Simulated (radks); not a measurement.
**Spin polarisation of the 4d shell in Ru⁺**

How much does Ru⁺ gain by aligning the spins in its 4d shell? The moment is raised step by step from zero.

Method: scalar-relativistic Kohn-Sham, SCAN, spin-polarised, spherical densities, finite nucleus. Code: radks (a radial shooting solver on a logarithmic mesh, Libxc functionals) version 1.

**1. The system**

- element: ruthenium (Z = 44)
- charge: +1
- electrons: 43
- configuration: [Kr] 4d(up 3.5, down 3.5)
- nuclear rms radius: 4.4809 fm

A shell typed twice in an input gives spin up, then spin down.

**2. No moment**

The run's settings:

```text
Z 44
configuration [Kr] 4d3.5 4d3.5
relativity scalar-relativistic
functional scan,scan
spin polarised
nucleus finite rms 4.4809 fm
c 137.035999084
```

**3. moment 0.75 in 4d**

The run's settings:

```text
Z 44
configuration [Kr] 4d3.875 4d3.125
relativity scalar-relativistic
functional scan,scan
spin polarised
nucleus finite rms 4.4809 fm
c 137.035999084
```

**4. moment 1.5 in 4d**

The run's settings:

```text
Z 44
configuration [Kr] 4d4.25 4d2.75
relativity scalar-relativistic
functional scan,scan
spin polarised
nucleus finite rms 4.4809 fm
c 137.035999084
```

**5. moment 2.25 in 4d**

The run's settings:

```text
Z 44
configuration [Kr] 4d4.625 4d2.375
relativity scalar-relativistic
functional scan,scan
spin polarised
nucleus finite rms 4.4809 fm
c 137.035999084
```

**6. moment 3 in 4d**

The run's settings:

```text
Z 44
configuration [Kr] 4d5 4d2
relativity scalar-relativistic
functional scan,scan
spin polarised
nucleus finite rms 4.4809 fm
c 137.035999084
```

**Question.** What will these runs give? Wanted: for each run, moment; E − E(0); ε(4d up); ε(4d down); splitting.

**Answer**, as computed:

| moment (μB) | E − E(0) (eV) | ε(4d up) (eV) | ε(4d down) (eV) | splitting (eV) |
| --- | --- | --- | --- | --- |
| 0 | 0.000 | -12.526 | -12.526 | 0.000 |
| 0.75 | -0.104 | -12.827 | -12.197 | 0.630 |
| 1.5 | -0.458 | -13.102 | -11.840 | 1.262 |
| 2.25 | -1.055 | -13.351 | -11.451 | 1.900 |
| 3 | -1.902 | -13.574 | -11.029 | 2.545 |

**Reading.** At a moment of 3 μB the energy has fallen by 1.90 eV and the 4d levels split by 2.54 eV, 0.848 eV per μB. The Stoner form E = −I m²/4 would give I = 0.845 eV. The energy falls at every step.
